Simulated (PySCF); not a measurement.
**From one method to the next for OMg3⁺ (quartet)**

What do other methods print for OMg3⁺ (quartet)?

Computed with PySCF 2.14.0. Level: method and basis as typed in the scripts.

## 1. Starting geometry

OMg3⁺ (quartet): 4 atoms, charge 1, spin multiplicity 4.

Bond lengths: O1–Mg2 1.888 Å, O1–Mg3 1.888 Å, O1–Mg4 1.888 Å. Angles: Mg2–O1–Mg3 120.0°, Mg2–O1–Mg4 120.0°, Mg3–O1–Mg4 120.0°.

Geometry (Å):

```
O     0.0000    0.0000    0.0000
Mg    0.0020    0.0000    1.8881
Mg    1.6341    0.0000   -0.9457
Mg   -1.6361    0.0000   -0.9424
```

## 2. The run that the others are compared with

File input.py:

```python
from pyscf import gto, dft

mol = gto.M(
    atom='O 0 0 0; Mg 0.002 0 1.8881; Mg 1.6341 0 -0.9457; Mg -1.6361 0 -0.9424',
    basis='cc-pvdz-dk',
    charge=1,
    spin=3,
    verbose=4,
)
mf = dft.UKS(mol, xc='pbe0')
mf = mf.sfx2c1e()
mf.kernel()
mf.analyze()
print('orbital energies (hartree):', [e[max(0, n-3):n+3].round(4) for e, n in zip(mf.mo_energy, mol.nelec)])
```

On the command line:

```
$ OMP_NUM_THREADS=1 python input.py
```

## 3. M06l

Edit 1 changes functional: pbe0 → m06l.

Edit input.py of step 2 so:

```diff
@@ -9,3 +9,3 @@
 )
-mf = dft.UKS(mol, xc='pbe0')
+mf = dft.UKS(mol, xc='m06l')
 mf = mf.sfx2c1e()
```

## 4. SCF alone

Edit 2 changes step after the SCF: analyze → none.

Edit input.py of step 2 so:

```diff
@@ -12,3 +12,3 @@
 mf.kernel()
-mf.analyze()
+mf.dip_moment()
 print('orbital energies (hartree):', [e[max(0, n-3):n+3].round(4) for e, n in zip(mf.mo_energy, mol.nelec)])
```

## 5. MP2 (UHF)

Edit 3 changes step after the SCF: analyze → mp2; SCF type: UKS → UHF; functional: pbe0 → none (Hartree–Fock); frozen orbitals: none → 4.

File input.py:

```python
from pyscf import gto, scf, mp

mol = gto.M(
    atom='O 0 0 0; Mg 0.002 0 1.8881; Mg 1.6341 0 -0.9457; Mg -1.6361 0 -0.9424',
    basis='cc-pvdz-dk',
    charge=1,
    spin=3,
    verbose=4,
)
mf = scf.UHF(mol)
mf = mf.sfx2c1e()
mf.kernel()
mp.MP2(mf, frozen=4).kernel()
mf.dip_moment()
print('orbital energies (hartree):', [e[max(0, n-3):n+3].round(4) for e, n in zip(mf.mo_energy, mol.nelec)])
```

Before running it: what results should come out? Wanted: for each run, E(SCF); from base; gap, α spin; after the SCF.

**Answer**, as computed:

```
      run  E(SCF) (hartree)  from base (eV)  cycles  gap, α spin (eV)                           after the SCF
     base       -675.881822               0       9              3.75                                     n/a
     m06l       -676.211700  not comparable      14              2.69                                     n/a
SCF alone       -675.881822          0.0000       9              3.75                                     n/a
MP2 (UHF)       -674.570642  not comparable      11              7.81  MP2 correlation -6.391 eV, core frozen
```

**Reading.** The α-spin gap between the frontier levels is 2.7 eV with m06l (0 % exact exchange) and 3.7 eV with pbe0 (25 %): exact exchange opens it. A lower total energy from another functional means nothing by itself.
